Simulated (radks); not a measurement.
**Fractional charge and spin in the 6p shell of bismuth**

The task here is to estimate one member of a computed series from the others.

Program: radks (a radial shooting solver on a logarithmic mesh, Libxc functionals) version 1. Level of theory: scalar-relativistic Kohn-Sham, SCAN, spin-polarised, spherical densities, finite nucleus. These are calculated values, not measurements, unless marked.

## Starting point

| Item | Value |
| --- | --- |
| element | bismuth (Z = 83) |
| configuration | [Hg] 6p(up 1, down 1) |
| nuclear rms radius | 5.5211 fm |

A shell typed twice in an input gives spin up, then spin down.

The first run:

Settings of this run:

```text
Z 83
configuration [Hg] 6p1 6p1
relativity scalar-relativistic
functional scan,scan
spin polarised
nucleus finite rms 5.5211 fm
c 137.035999084
```

Steps of the session up to this table: 6p: up 1, down 1.

One table of the session follows, with a row left open; its other results are not shown here.

It belongs to the step «6p: up 1, down 1». Radial moments (bohr):

| level | <r> | outermost maximum (interpolated) | 90 % within | nodes |
| --- | --- | --- | --- | --- |
| 4p | 0.4021 | 0.376 | 0.582 | 2 |
| 4d | 0.4224 | 0.381 | 0.628 | 1 |
| 5s | 0.8329 | 0.771 | 1.18 | 4 |
| 4f | 0.4411 | 0.343 | 0.698 | 0 |
| 5p | 0.9480 | 0.861 | 1.36 | 3 |
| 5d | 1.231 | 1.03 | 1.86 | 2 |
| 6s | 2.127 | 1.85 | 3.09 | 5 |
| 6p | ? | ? | ? | ? |

Estimate the missing values for 6p.

**Answer.** <r>: 2.775; outermost maximum (interpolated): 2.36; 90 % within: 4.09; nodes: 4. In the column «<r>» it is the highest.
